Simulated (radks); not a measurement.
**Ni in [Ar] 3d8 4d2: an all-electron calculation**

Aim: the levels, the sizes of the orbitals and the parts of the energy of neutral nickel.

The numbers are computed with radks (a radial shooting solver on a logarithmic mesh, Libxc functionals) version 1 (Dirac Kohn-Sham, PBEsol, spin-unpolarised, spherical densities, point nucleus; open shells fill j = l - 1/2 first), except any that are marked as measured or tabulated.

## Step 1: The atom as given

* element: nickel (Z = 28)
* charge: 0
* electrons: 28
* configuration: [Ar] 3d8 4d2

## Step 2: The calculation

Input:

```text
Z 28
configuration [Ar] 3d8 4d2 4s0 4p0
relativity Dirac
functional pbe_sol,pbe_sol
spin unpolarised
j_filling energy
nucleus point
c 137.035999084
```

Run with:

```console
$ python run_ks.py task.json out
```

The same process makes all the runs of this session.

What does the calculation give?

**Answer**, as computed:

| quantity | value |
| --- | --- |
| total energy | -1518.61841 hartree |
| exchange-correlation share of it | 4.06 % |
| −T/E | 1.0161 |
| highest occupied level | 4d3/2, -1.170 eV |
| most extended occupied level | 4d3/2, <r> = 6.70 bohr |
| radius at density 0.001 e/bohr³ | 5.05 bohr |
| maxima of the radial density | 4 |

4 principal shells are occupied and 4 maxima appear in the radial density. Relativity lifts −T/E to 1.016. This is not the tabulated ground configuration, so its levels and sizes aren't those of the ground state, and no measured value stands beside it.
